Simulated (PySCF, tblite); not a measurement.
**C₂H₇NO₄S₂: geometry, infrared bands and NMR shifts**

Wanted: the infrared bands and NMR shifts of C₂H₇NO₄S₂ (`CS(=O)(=O)NS(C)(=O)=O`), by calculation.

The runs use tblite 0.8.0 and PySCF 2.14.0, with density-fitted response routines of our own; the level of theory stands in each step. All values are computed, except where a source is named. Atoms are numbered from 0 throughout.

### Step 1. The molecule as given

16 atoms, charge 0, multiplicity 1; geometry from: force field or distance geometry start.

Bonds of the start (Å): C0–S1 1.78, S1–O2 1.52, S1–O3 1.52, S1–N4 1.68, N4–S5 1.68, S5–C6 1.78, S5–O7 1.50, S5–O8 1.52, C0–H9 1.11, C0–H10 1.11, C0–H11 1.12, N4–H12 1.04, C6–H13 1.10, C6–H14 1.11, C6–H15 1.11.

### Step 2. Relaxing the molecule with GFN2-xTB

What the job is given:

```
{"job": {"kind": "relax", "xc": "GFN2-xTB", "basis": "xTB"}, "charge": 0, "multiplicity": 1}
C      2.200900    -0.096900    -0.291300
S      1.029200     1.104900     0.304600
O      1.727000     2.444700     0.149200
O      0.783500     0.830200     1.775400
N     -0.373000     1.028500    -0.608500
S     -1.264300    -0.393700    -0.645500
C     -1.898600    -0.894000     0.935700
O     -0.491000    -1.473500    -1.333600
O     -2.500400    -0.166200    -1.495400
H      2.791700    -0.496100     0.556700
H      1.663900    -0.895900    -0.843500
H      2.872200     0.456400    -0.998600
H     -0.364500     1.590300    -1.482700
H     -2.970600    -0.631300     0.986800
H     -1.374200    -0.394900     1.779800
H     -1.839300    -2.003700     1.001900
```

Run with:

```sh
$ OMP_NUM_THREADS=1 python probes_run.py task.json out
```

This one command runs all jobs of the session in turn.

**Question.** This job is followed by: GFN2-xTB harmonic vibrations, gas phase; GIAO PBE0/pcSseg-1 NMR shielding, non-relativistic, gas phase. What will the session give for the following? strongest single infrared mode (GFN2-xTB); zero-point energy (GFN2-xTB); 13C shifts against TMS (PBE0/pcSseg-1, means over atoms taken as alike); 1H shifts against TMS (PBE0/pcSseg-1, means over atoms taken as alike); 33S shifts against CS2 (PBE0/pcSseg-1, means over atoms taken as alike); 17O shifts against H2O (PBE0/pcSseg-1, means over atoms taken as alike); 15N shifts against NH3 (PBE0/pcSseg-1).

**Answer**, as computed:

| quantity | value |
| --- | --- |
| strongest single infrared mode (GFN2-xTB) | 1295 cm⁻¹, 608 km/mol |
| zero-point energy (GFN2-xTB) | 67.1 kcal/mol |
| 13C shifts against TMS (PBE0/pcSseg-1, means over atoms taken as alike) | 48.8 ppm |
| 1H shifts against TMS (PBE0/pcSseg-1, means over atoms taken as alike) | 5.80, 3.45 ppm |
| 33S shifts against CS2 (PBE0/pcSseg-1, means over atoms taken as alike) | 295 ppm |
| 17O shifts against H2O (PBE0/pcSseg-1, means over atoms taken as alike) | 233.8 ppm |
| 15N shifts against NH3 (PBE0/pcSseg-1) | 173.0 ppm |

Over 102 steps the energy fell by 1.453 eV; of the close pairs, S1–O2 changed most, 1.519 to 1.430 Å. No mode is imaginary among the 42: a minimum at this level. The strongest single mode, at 1295 cm⁻¹, is carried by S5, O7, O8, S1. GFN2-xTB is a fitted tight-binding method: band positions and strengths are rough. Its intensities can rank the bands wrongly. At PBE0/pcSseg-1: The widest tensor belongs to S1, S5: span 307 ppm, with a paramagnetic part of -845 ppm.
